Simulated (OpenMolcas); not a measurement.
# Au⁶⁺ among point charges: CASSCF and CASPT2 levels and susceptibility

How does a field of 6 point charges split the states of Au⁶⁺, and what χT follows?

The numbers are computed with OpenMolcas 26.06 (state-averaged CASSCF and CASPT2, spin-orbit coupling by RASSI with atomic mean-field integrals), except any that are marked as measured or tabulated.

### Step 1. Starting point

```
Species                           : Au⁶⁺ (gold, Z = 79, 73 electrons)
Basis                             : ANO-RCC-VDZP [7s6p4d2f], 59 functions
Scalar Hamiltonian                : DKH2, point nucleus
Inactive shells                   : 1s 2s 2p 3s 3p 3d 4s 4p 4d 4f 5s 5p
Active space                      : 5 electrons in 5 orbitals (5d)
Some configurations of this space : 5d5
Orbitals                          : optimised for each spin and parity, averaged over all roots
```

The outer shells:

5d5
```
5d [↑ ][↑ ][↑ ][↑ ][↑ ]
```

The ion sits among 6 point charges of -0.85 e arranged as a trigonal antiprism (D3d), 1.84 Å from the ion, with a polar angle of 63.5° against the regular 54.74°.

Each step is its own input file, run in one work folder so that later steps find the files of earlier ones. Labels, J, g values, rates, χT and fits are worked out afterwards by a script from the matrices that RASSI stores. The input lists half of the charges; inversion (Group=XYZ) makes the rest.

### Step 2. One- and two-electron integrals

a.inp reads:

```
&GATEWAY
Coord
1

Au 0.0 0.0 0.0
Basis=ANO-RCC-VDZP
Group=XYZ
NoMove
AngMom=0.0 0.0 0.0
AMFI
XField
3 Angstrom 0
0.000000 1.646583 0.821196 -0.850000
1.425983 -0.823292 0.821196 -0.850000
1.425983 0.823292 -0.821196 -0.850000
&SEWARD
```

Launch:

```bash
OMP_NUM_THREADS=1 MOLCAS_MEM=1689 MOLCAS_PROJECT=a pymolcas a.inp > a.log
```

### Step 3. CASSCF: sextets of even parity, 1 root

a.inp reads:

```
&RASSCF
FileOrb=start.orb
Symmetry=1
Spin=6
nActEl=5 0 0
Inactive=15 19
Ras2=5 0
CIRoot=1 1 1
SDav=1
CIMx=300
Iter=120 100
PrWF=0.3
OrbListing=Nothing
MaxOrb=0
>>> COPY $Project.JobIph JOB001
```

start.orb holds the contracted functions of the basis, ordered by shell, or the orbitals of the step before.

### Step 4. Reference wave functions, quartets of even parity, 24 roots

a.inp reads:

```
&RASSCF
FileOrb=start.orb
Symmetry=1
Spin=4
nActEl=5 0 0
Inactive=15 19
Ras2=5 0
CIRoot=24 24 1
SDav=24
CIMx=300
Iter=120 100
PrWF=0.3
OrbListing=Nothing
MaxOrb=0
>>> COPY $Project.JobIph JOB002
```

### Step 5. Reference wave functions, doublets of even parity, 75 roots

a.inp reads:

```
&RASSCF
FileOrb=start.orb
Symmetry=1
Spin=2
nActEl=5 0 0
Inactive=15 19
Ras2=5 0
CIRoot=75 75 1
SDav=75
CIMx=300
Iter=120 100
PrWF=0.3
OrbListing=Nothing
MaxOrb=0
>>> COPY $Project.JobIph JOB003
```

### Step 6. RASSI: spin-orbit coupling between the states

a.inp reads:

```
&RASSI
NrOfJobIphs=3 1 24 75
1
1 2 3 4 5 6 7 8 9 10 11 12 13 14 15 16 17 18 19 20 21 22 23 24
1 2 3 4 5 6 7 8 9 10 11 12 13 14 15 16 17 18 19 20 21 22 23 24 25 26 27
28 29 30 31 32 33 34 35 36 37 38 39 40 41 42 43 44 45 46 47 48 49 50 51
52 53 54 55 56 57 58 59 60 61 62 63 64 65 66 67 68 69 70 71 72 73 74 75
IphNames
JOB001
JOB002
JOB003
EJob
SpinOrbit
DIPRint=1.0
SOCoupling=1000.0
Subsets=2
Property=9
'ANGMOM' 1 'ANGMOM' 2 'ANGMOM' 3 'MLTPL  1' 1 'MLTPL  1' 2 'MLTPL  1' 3
'AMFI' 1 'AMFI' 2 'AMFI' 3
SOProperty=3
'ANGMOM' 1 'ANGMOM' 2 'ANGMOM' 3
```

### Step 7. CASPT2: IPEA 0.25, imaginary shift 0.1 (closed shells correlated: 5s 5p)

a.inp reads:

```
>>> COPY JOB001 $Project.JobIph
&CASPT2
Multistate=1 1
Frozen=14 16
IPEA=0.25
Imaginary=0.1
MaxIter=60
WThr=0.0 0.3 0.05
PrWF=0.5
NoMix
>>> COPY JOB002 $Project.JobIph
&CASPT2
Multistate=24 1 2 3 4 5 6 7 8 9 10 11 12 13 14 15 16 17 18 19 20 21 22
23 24
NoMult
Frozen=14 16
IPEA=0.25
Imaginary=0.1
MaxIter=60
WThr=0.0 0.3 0.05
PrWF=0.5
NoMix
>>> COPY JOB003 $Project.JobIph
&CASPT2
Multistate=75 1 2 3 4 5 6 7 8 9 10 11 12 13 14 15 16 17 18 19 20 21 22
23 24 25 26 27 28 29 30 31 32 33 34 35 36 37 38 39 40 41 42 43 44 45 46
47 48 49 50 51 52 53 54 55 56 57 58 59 60 61 62 63 64 65 66 67 68 69 70
71 72 73 74 75
NoMult
Frozen=14 16
IPEA=0.25
Imaginary=0.1
MaxIter=60
WThr=0.0 0.3 0.05
PrWF=0.5
NoMix
```

(Steps that only read results are left out.)

**Question.** What will these runs give? Wanted: spin-free ground state; lowest level; next level.

The runs gave:

```
                 quantity                                                                        value
                   method  SS-CASPT2, IPEA 0.25, imaginary shift 0.1 (closed shells correlated: 5s 5p)
   spin-free ground state                                              6A1, 1-fold in its orbital part
             lowest level                                            2-fold E1/2, g = 1.64, 5.49, 5.49
               next level                                                                   272.5 cm⁻¹
              χT at 300 K                                                               3.55 cm³ K/mol
effective moment at 300 K                                                                      5.33 μB
```

Cost by method:

```
                                              method  time of its own steps  time with the reference
                                           A. CASSCF                   24 s                     24 s
B. SS-CASPT2, IPEA 0.25, imaginary shift 0.1, +5s 5p                    8 s                     32 s
```

Times are of one thread on a shared host.

**Reading.** The spin-free ground state (6A1) comes to 100 % from free-ion S terms and keeps the highest spin of the shell. χT at 300 K is 3.55, against 4.39 cm³ K/mol for the spin alone, so spin-orbit coupling lowers it. An active space of the d shell alone favours high spin; real ions in strong fields can be low spin. CASPT2 does not keep the components of a term degenerate, and the means are used. The field of point charges can differ much from that of real complexes. With metal d orbitals alone active, the gaps between spin states are rough; where two lie within a few thousand cm-1, their order is open. Point charges carry no covalency, so the field is a model and not that of real ligands.
